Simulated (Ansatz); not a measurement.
**C3H12InN: a ladder of functionals and wavefunction methods**

An exercise on one series of results from a longer session: the logs are not shown, and one member is left open.

The runs use Ansatz 0.2.0, Gaussian basis; functionals in def2-TZVPP, the program's frozen cores in correlated methods.

The runs, in order: LDA (SPW92), PBE-D4, revPBE-D4, BLYP-D4, r2SCAN-D4, B97M-V, PBE0-D4, B3LYP-D4, r2SCANh-D4, r2SCAN0-D4, HSE06-D4, BHLYP-D4, CAM-B3LYP-D4, LC-ωPBE, ωB97X-V, ωB97M-V, B2PLYP, PBE-QIDH; CCSD(T)/def2-SVP; MP2/def2-TZVPP; MP2/def2-QZVPP; RPA on PBE.

1 further run of the same task is left out (for a known fault of the program).

### Structure used throughout

An earlier PBE0-D4 in a triple-zeta def2 set relaxation fixed the geometry. In takes the def2 core potential; no spin-orbit term is included.

17 atoms, charge 0, spin multiplicity 1.

Atoms are counted from 1 here; the program's logs count them from 0.

Bond lengths: C1–N2 1.464 Å, C1–H6 1.090 Å, C1–H7 1.090 Å, C1–H8 1.094 Å, N2–In3 2.403 Å, N2–H9 1.014 Å, N2–H10 1.014 Å, In3–C4 2.176 Å, In3–C5 2.176 Å, In3–H11 1.747 Å, C4–H12 1.093 Å, C4–H13 1.093 Å, C4–H14 1.093 Å, C5–H15 1.093 Å, C5–H16 1.093 Å, C5–H17 1.093 Å. Angles: N2–C1–H6 109.0°, N2–C1–H7 109.0°, N2–C1–H8 113.2°, H6–C1–H7 107.8°, H6–C1–H8 108.9°, H7–C1–H8 108.9°, C1–N2–In3 113.5°, C1–N2–H9 110.8°, C1–N2–H10 110.8°, In3–N2–H9 107.4°, In3–N2–H10 107.4°, H9–N2–H10 106.7°, N2–In3–C4 96.6°, N2–In3–C5 96.6°, N2–In3–H11 95.6°, C4–In3–C5 118.7°, C4–In3–H11 118.9°, C5–In3–H11 118.9° and more.

Set-up of the first run:

in.yaml

```yaml
crystal:
  periodic: [false, false, false]
  atoms:
    - {symbol: C, position_ang: [0.150464, 1.465725, -1.383659]}
    - {symbol: N, position_ang: [1.033216, 1.161353, -0.256568]}
    - {symbol: In, position_ang: [0.311233, -0.727455, 1.041526]}
    - {symbol: C, position_ang: [0.381783, -2.181500, -0.575229]}
    - {symbol: C, position_ang: [-1.617786, 0.093596, 1.622760]}
    - {symbol: H, position_ang: [-0.852375, 1.664183, -1.004914]}
    - {symbol: H, position_ang: [0.094421, 0.593709, -2.035541]}
    - {symbol: H, position_ang: [0.483690, 2.326224, -1.971232]}
    - {symbol: H, position_ang: [1.100248, 1.953228, 0.372522]}
    - {symbol: H, position_ang: [1.974122, 0.965593, -0.578571]}
    - {symbol: H, position_ang: [1.633730, -0.666596, 2.181547]}
    - {symbol: H, position_ang: [0.273592, -3.194058, -0.179212]}
    - {symbol: H, position_ang: [1.336890, -2.140128, -1.105390]}
    - {symbol: H, position_ang: [-0.423817, -2.020494, -1.295483]}
    - {symbol: H, position_ang: [-2.309842, 0.129355, 0.778141]}
    - {symbol: H, position_ang: [-2.074857, -0.525361, 2.398445]}
    - {symbol: H, position_ang: [-1.513612, 1.102222, 2.031056]}
basis:
  gaussian: {orbitals: def2-TZVPP}
hamiltonian: {xc: lda}
output: {orbitals: {seedname: orbitals}}
```

On the command line:

```
> ansatz run in.yaml --threads 8 --pin off --events-out ev --progress --plain --max-ram 20889MiB
```

Steps of the session up to this table: LDA; PBE-D4 (GGA); revPBE-D4 (GGA); BLYP-D4 (GGA); r2SCAN-D4 (meta-GGA); B97M-V (meta-GGA); B3LYP-D4 (hybrid); r2SCANh-D4 (hybrid); r2SCAN0-D4 (hybrid); HSE06-D4 (hybrid); BHLYP-D4 (hybrid); CAM-B3LYP-D4 (range-separated); LC-ωPBE (range-separated); ωB97X-V (range-separated); ωB97M-V (range-separated); B2PLYP (double hybrid); PBE-QIDH (double hybrid).

One of the session's tables, all rows but one given; the rest of the session is left out.

It belongs to the step «Orbital energies across the functionals». 

```
  functional  HOMO (eV)  gap (eV)
 LDA (SPW92)      -5.57      4.68
      PBE-D4      -5.39      4.66
   revPBE-D4      -5.32      4.68
     BLYP-D4      -5.24      4.52
   r2SCAN-D4      -5.61      5.47
      B97M-V      -5.66      5.06
     PBE0-D4      -6.54      6.58
    B3LYP-D4      -6.32      6.06
  r2SCANh-D4      -6.04      6.13
  r2SCAN0-D4      -6.69      7.11
    HSE06-D4          ?         ?
    BHLYP-D4      -7.58      8.19
CAM-B3LYP-D4      -7.85      8.61
     LC-ωPBE      -9.21     11.06
     ωB97X-V      -8.85     10.54
     ωB97M-V      -8.75      9.94
```

**Question.** Estimate the row for HSE06-D4.

The run gave: HOMO (eV): -6.14; gap (eV): 5.83. In the column «HOMO (eV)» it lies between B3LYP-D4 (-6.32) and r2SCANh-D4 (-6.04).
